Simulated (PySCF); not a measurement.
# WH₅: one geometry, many levels of theory

Aim: at the PBE0 minimum of doublet WH₅, found before, compare methods on energies and levels.

Computed with PySCF 2.14.0. Level: several methods, basis W def2-TZVP with ECP60, H def2-TZVP, scalar-relativistic core potentials, no spin–orbit coupling, density fitting.

## (1) The system as given

6 atoms, charge 0, spin multiplicity 2.

Bond lengths: W1–H2 1.685 Å, W1–H3 1.685 Å, W1–H4 1.670 Å, W1–H5 1.715 Å, W1–H6 1.715 Å. Angles: H2–W1–H3 122.3°, H2–W1–H4 61.1°, H2–W1–H5 104.6°, H2–W1–H6 104.6°, H3–W1–H4 61.1°, H3–W1–H5 104.6°, H3–W1–H6 104.6°, H4–W1–H5 121.5°, H4–W1–H6 121.5°, H5–W1–H6 116.9°.

Z-matrix (Å, degrees; charge 0 multiplicity 2):
```
W
H  1 1.6850
H  1 1.6850 2 122.26
H  1 1.6704 2 61.13 3 0.00
H  1 1.7151 2 104.63 3 -118.26
H  1 1.7151 2 104.63 3 118.26
```

## (2) PBE0

The steps are one call of a driver around PySCF; scf.py gives each level's set-up. Each SCF starts from the density of the minimum. The driver also runs the species with one electron less or more at the same geometry (cation multiplicity 1, anion multiplicity 3); their logs are not shown.

scf.py

```python
from pyscf import gto, scf, dft
mol = gto.M(atom='''
W     -0.008016     0.000000     0.000003
H      0.806132    -0.000001     1.475271
H      0.804895    -0.000001    -1.475946
H      1.662429    -0.000002    -0.000696
H     -0.905199     1.461711     0.000379
H     -0.905203    -1.461708     0.000379''',
    basis={'W': 'def2-TZVP', 'H': 'def2-TZVP'},
    ecp={'W': 'def2-TZVP'},
    charge=0, spin=1)
mf = dft.UKS(mol, xc='PBE0')
mf.grids.atom_grid = (99, 590)
aux = {'W': 'def2-universal-JKFIT', 'H': 'def2-universal-JKFIT'}
mf = mf.density_fit(auxbasis=aux)
mf.kernel()
```

## (3) HF

scf.py: that of step 2 with these lines changed.

```diff
@@ -12,2 +12 @@
-mf = dft.UKS(mol, xc='PBE0')
-mf.grids.atom_grid = (99, 590)
+mf = scf.UHF(mol)
```

## (4) MP2

scf.py: that of step 3 with these lines changed.

```diff
@@ -15,0 +16,2 @@
+from pyscf.mp import dfump2
+dfump2.DFUMP2(mf, frozen=0).kernel()  # the driver gives MP2 a fitting basis of its own (RI)
```

## (5) PBE

scf.py: that of step 4 with these lines changed.

```diff
@@ -12 +12,2 @@
-mf = scf.UHF(mol)
+mf = dft.UKS(mol, xc='PBE')
+mf.grids.atom_grid = (99, 590)
@@ -16,2 +16,0 @@
-from pyscf.mp import dfump2
-dfump2.DFUMP2(mf, frozen=0).kernel()  # the driver gives MP2 a fitting basis of its own (RI)
```

## (6) CCSD(T)

scf.py: that of step 5 with these lines changed.

```diff
@@ -12,2 +12 @@
-mf = dft.UKS(mol, xc='PBE')
-mf.grids.atom_grid = (99, 590)
+mf = scf.UHF(mol)
@@ -16,0 +16,3 @@
+from pyscf import cc
+mycc = cc.CCSD(mf, frozen=0).run()
+mycc.ccsd_t()
```

## (7) r2SCAN

scf.py: that of step 6 with these lines changed.

```diff
@@ -12 +12,2 @@
-mf = scf.UHF(mol)
+mf = dft.UKS(mol, xc='R2SCAN')
+mf.grids.atom_grid = (99, 590)
@@ -16,3 +16,0 @@
-from pyscf import cc
-mycc = cc.CCSD(mf, frozen=0).run()
-mycc.ccsd_t()
```

## (8) B3LYP

scf.py: that of step 7 with these lines changed.

```diff
@@ -12 +12 @@
-mf = dft.UKS(mol, xc='R2SCAN')
+mf = dft.UKS(mol, xc='B3LYP')
```

## (9) TPSSh

scf.py: that of step 8 with these lines changed.

```diff
@@ -12 +12 @@
-mf = dft.UKS(mol, xc='B3LYP')
+mf = dft.UKS(mol, xc='TPSSH')
```

## (10) wB97X

scf.py: that of step 9 with these lines changed.

```diff
@@ -12 +12 @@
-mf = dft.UKS(mol, xc='TPSSH')
+mf = dft.UKS(mol, xc='WB97X')
```

## (11) r2SCANh

scf.py: that of step 10 with these lines changed.

```diff
@@ -12 +12 @@
-mf = dft.UKS(mol, xc='WB97X')
+mf = dft.UKS(mol, xc='HYB_MGGA_XC_R2SCANH')
```

(Steps that only read results are left out.)

What does the calculation give? Wanted: atomisation energy, CCSD(T) in this basis; vertical ionisation energy, CCSD(T); vertical electron affinity, CCSD(T); gap, range; T1, D1; T1, D1 of the cation; T1, D1 of the anion.

**Answer**, as computed:

```
                                 quantity                        value
atomisation energy, CCSD(T) in this basis                  1352 kJ/mol
      vertical ionisation energy, CCSD(T)                      8.45 eV
      vertical electron affinity, CCSD(T)                      0.49 eV
                               gap, range  1.60 (PBE) to 11.45 (HF) eV
                                   T1, D1                 0.027, 0.085
                     T1, D1 of the cation                 0.024, 0.062
                      T1, D1 of the anion                 0.026, 0.073
```

In atomisation energy the functionals lie from +44 kJ/mol (PBE0) to +142 kJ/mol (TPSSh) against CCSD(T). In a basis of this size CCSD(T) binds too weakly, often by tens of kJ/mol, while functionals are nearer their limits, so this ranks no functional. HF lacks the correlation that pairing electrons in bonds brings, so it binds too weakly, by 448 kJ/mol even against this CCSD(T). For the vertical ionisation energy, MP2 comes nearest to CCSD(T) (+0.01 eV) and r2SCAN is farthest (+0.32 eV). CCSD(T) took 77 s, about 70 times as long as MP2 (1.1 s), which misses it by 0.01 eV. For the vertical electron affinity, MP2 comes nearest to CCSD(T) (+0.04 eV) and HF is farthest (-0.20 eV). The PBE orbital energy is a poor guide to ionisation (5.1 eV, 3.4 eV too small); the difference of PBE energies gives 8.6 eV. Without diffuse functions electron affinities tend to come out too low. This is the lowest SCF solution found for this spin; with open d or f shells other occupations or spin states may lie lower. A two-component treatment could change these values noticeably.
